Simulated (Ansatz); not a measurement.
# r2SCAN/def2-SVPD run of AlGeH4F (SMILES [F][AlH][GeH3])

Aim: the electronic atomisation energy of AlGeH4F at r2SCAN/def2-SVPD, from 5 runs. 

The calculation is run with Ansatz 0.2.0.

47 further runs of the same task are left out: 47 set aside as unsound or not needed.

## (1) The structure to begin with

The species is AlGeH4F (7 atoms), meant as a singlet with charge 0. As SMILES, `[F][AlH][GeH3]`. The coordinates come from a PBE0-D4/def2-TZVP relaxation.

Bond lengths: F1–Al2 1.652 Å, Al2–Ge3 2.469 Å, Al2–H4 1.581 Å, Ge3–H5 1.542 Å, Ge3–H6 1.538 Å, Ge3–H7 1.540 Å. Angles: F1–Al2–Ge3 116.9°, F1–Al2–H4 116.2°, Ge3–Al2–H4 126.9°, Al2–Ge3–H5 110.5°, Al2–Ge3–H6 112.6°, Al2–Ge3–H7 111.5°, H5–Ge3–H6 107.3°, H5–Ge3–H7 106.7°, H6–Ge3–H7 107.9°.

## (2) A single-point energy at r2SCAN/def2-SVPD

Contents of input.yaml:

```yaml
crystal:
  periodic: [false, false, false]
  atoms:
    - {symbol: F, position_ang: [-2.002000, -1.487800, 0.716500]}
    - {symbol: Al, position_ang: [-0.491500, -1.327100, 0.066600]}
    - {symbol: Ge, position_ang: [0.428200, 0.960300, -0.065100]}
    - {symbol: H, position_ang: [0.204000, -2.659900, -0.422600]}
    - {symbol: H, position_ang: [0.095700, 1.599200, -1.428000]}
    - {symbol: H, position_ang: [-0.136400, 1.887000, 1.024800]}
    - {symbol: H, position_ang: [1.963300, 0.960200, 0.062300]}
basis:
  gaussian: {orbitals: def2-SVPD}
hamiltonian: {xc: {name: r2SCAN}}
accuracy: high
output: {orbitals: {seedname: orbitals}}
```

On the command line:

```bash
$ ansatz run input.yaml --threads 1 --pin off --max-ram 3480MiB --events-out events.jsonl --progress --plain --runs-dir runs
```

The program printed:

```text
Warning: RAYON_NUM_THREADS=1 ignored (pool sized by the plan → 1); use --threads N
Functional definition: r2SCAN
  name "r2SCAN"
  parameter k0 = 0.174
  parameter k1 = 0.065
  parameter a1 = 4.9479
  exchange = r2scan_x(k0 = k0, k1 = k1, a1 = a1)
  correlation = r2scan_c
2296 factors; integrals over basis functions are off by at most 4.5e-9 eV
mean field evaluation 1: about -65882.9006 eV, gradient 4.2e1 eV
mean field evaluation 2: about -65871.5177 eV, gradient 9.4e1 eV
mean field evaluation 4: about -65885.7801 eV, gradient 2.5e0 eV
mean field evaluation 8: about -65885.7937 eV, gradient 2.0e-1 eV
mean field evaluation 16: about -65885.7938 eV, gradient 2.6e-5 eV
mean field -65885.79381695 eV, -2421.2582637779 hartree, gradient 3.8e-8 eV, S^2 0.000000; 0 other end points of the search recorded, 0 dependent functions left out
reference -65885.79381820 eV, -2421.2582638240 hartree; 29, 29 occupied and 88, 88 virtual orbitals, 2296 factors
Total energy: -65885.79381820 eV, -2421.2582638240 hartree
```

Wall time 21 s (1 thread of Arm Neoverse V1, shared host); peak memory 0.39 GiB.

## (3) The Al atom at the same level

Contents of input.yaml:

```yaml
crystal:
  periodic: [false, false, false]
  atoms:
    - symbol: Al
      position_ang: [0.000000, 0.000000, 0.000000]
basis:
  gaussian:
    orbitals: def2-SVPD
magnetization:
  spin_polarized: true
  initial_magnetization: 1
total_charge: 0
accuracy: high
hamiltonian:
  xc: r2scan
```

Run the same way, it converges to -242.24753 Eh (log not shown).

## (4) The F atom

Contents of run.yaml:

```yaml
crystal:
  periodic: [false, false, false]
  atoms:
    - {symbol: F, position_ang: [0.000000, 0.000000, 0.000000]}
basis:
  gaussian:
    orbitals: def2-SVPD
magnetization:
  spin_polarized: true
  initial_magnetization: 1
hamiltonian:
  xc: r2scan
accuracy: high
```

Run the same way, it converges to -99.60884 Eh (log not shown).

## (5) The Ge atom, same level

Contents of molecule.yaml:

```yaml
crystal:
  periodic: [false, false, false]
  atoms:
    - symbol: Ge
      position_ang: [0.000000, 0.000000, 0.000000]
basis:
  gaussian: {orbitals: def2-SVPD}
accuracy: high
magnetization: {spin_polarized: true, initial_magnetization: 2}
hamiltonian: {xc: {name: r2SCAN}}
```

Run the same way, it converges to -2076.64849 Eh (log not shown).

## (6) The H atom at the same level

Contents of molecule.yaml:

```yaml
crystal:
  periodic: [false, false, false]
  atoms:
    - {symbol: H, position_ang: [0.000000, 0.000000, 0.000000]}
basis:
  gaussian: {orbitals: def2-SVPD}
magnetization: {spin_polarized: true, initial_magnetization: 1}
hamiltonian: {xc: {name: r2SCAN}}
accuracy: high
```

Run the same way, it converges to -0.49921 Eh (log not shown).

## (7) Summary of results

Level: r2SCAN/def2-SVPD.

| quantity | value |
| --- | --- |
| molecule: total energy | -2421.25826 Eh |
| molecule: HOMO energy | -7.04 eV |
| molecule: LUMO energy | -2.26 eV |
| molecule: HOMO–LUMO gap | 4.78 eV |
| Al atom: total energy | -242.24753 Eh |
| Al atom: ⟨S²⟩ | 0.760 |
| F atom: total energy | -99.60884 Eh |
| F atom: ⟨S²⟩ | 0.752 |
| Ge atom: total energy | -2076.64849 Eh |
| Ge atom: ⟨S²⟩ | 2.005 |
| H atom: total energy | -0.49921 Eh |
| H atom: ⟨S²⟩ | 0.750 |
| electronic atomisation energy | 20.587 eV |

Taking the molecule apart into free atoms costs 20.59 eV (475 kcal/mol), before zero-point energy and without spin-orbit coupling.
